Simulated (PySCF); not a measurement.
# [Dy(SH)2]+: other functionals and bases at one geometry

An exercise on one series of results from a longer session: the logs are not shown, and one member is left open.

Computed with PySCF 2.14.0. Level: several levels, as the steps say, no spin–orbit coupling.

3 further runs of the same task are left out: 2 for a known fault of the program, 1 that didn't finish.

## Where the work starts

5 atoms, charge 1, spin multiplicity 1.

Bond lengths: Dy1–S2 2.494 Å, Dy1–S4 2.494 Å, S2–H3 1.368 Å, S4–H5 1.368 Å. Angles: S2–Dy1–S4 110.7°, Dy1–S2–H3 98.0°, Dy1–S4–H5 98.0°.

As a file:

```xyz
5

Dy   -0.6983   -1.3058    0.3707
S    -0.0500    0.4668    2.0003
H     0.5094    1.3454    1.1132
S    -0.0500   -0.6537   -1.9472
H     0.5094    0.5599   -1.6540
```

Formal oxidation states: Dy +3. Each metal's 9 4f electrons lie in its core potential, so multiplicities, spins and levels count the valence alone. An earlier session relaxed this geometry at BP86, Dy lcecp-1-SVP with ECP55, S def2-SVP, H def2-SVP (singlet, point group C2v).

At BP86 on the finer grid: E = -834.393781 Eh, HOMO -11.20 eV, LUMO -8.21 eV, Mulliken charge on Dy1 +1.00 e, largest force component 0.002 eV/Å. 

Levels to run: r2SCAN; M06-L; B3LYP; HF; BP86, TZVP. Hardware: 2 threads of Arm Neoverse V1, shared host.

Set-up of the first run:

The input, run.py (the lines that set the calculation):

```python
mol = gto.M(atom='''
Dy    -0.69831    -1.30581     0.37067
S     -0.04998     0.46681     2.00029
H      0.50944     1.34538     1.11317
S     -0.04998    -0.65374    -1.94723
H      0.50944     0.55989    -1.65400''',
    basis={'Dy': 'lcecp-1-SVP', 'S': 'def2-SVP', 'H': 'def2-SVP'},
    ecp={'Dy': 'lcecp-1-SVP'},
    charge=1, spin=0)
mf = dft.RKS(mol, xc='R2SCAN')
mf.grids.atom_grid = (75, 302)  # f atoms: unpruned, at least (60, 302)
mf = mf.density_fit()  # fitting sets: Dy AutoAux, S def2-universal-JKFIT, H def2-universal-JKFIT
mf.conv_tol = 1e-08; mf.max_cycle = 55
mf.kernel(dm0)  # dm0: the density of the relaxed state
```

Started as:

```sh
OMP_NUM_THREADS=2 python run.py
```

Steps of the session up to this table: r2SCAN; M06-L; B3LYP; HF; BP86, TZVP.

One of the session's tables, all rows but one given; the rest of the session is left out.

| level | HOMO (eV) | gap (eV) | charge on Dy1 (e) | dipole (D) | largest force component (eV/Å) |
| --- | --- | --- | --- | --- | --- |
| BP86 (relaxed here) | -11.20 | 2.99 | 1.00 | 3.10 | 0.00 |
| r2SCAN | -11.34 | 3.51 | 1.13 | 3.56 | 0.26 |
| M06-L | -11.22 | 3.81 | 1.26 | 3.87 | 0.38 |
| B3LYP | ? | ? | ? | ? | ? |
| HF | -14.59 | 9.26 | 1.40 | 5.18 | 0.72 |
| BP86, TZVP | -11.13 | 2.99 | 1.32 | 3.44 | 0.20 |

**Question.** Estimate the row for B3LYP.

**Answer.** HOMO (eV): -11.91; gap (eV): 4.05; charge on Dy1 (e): 1.06; dipole (D): 3.56; largest force component (eV/Å): 0.23. In the column «HOMO (eV)» it lies between HF (-14.59) and r2SCAN (-11.34).

The dipole of a charged species depends on the origin, so these sizes hold for this origin alone.

In one basis the HOMO–LUMO gap runs from 2.99 eV (BP86) to 9.26 eV (HF). The largest leftover force, 0.72 eV/Å with HF, stands at a geometry relaxed at another level. With 4f in the core, its levels are missing from HOMO and gap, and its count is fixed, so no charge can pass from the ligands into it. Total energies of different levels can't be compared.
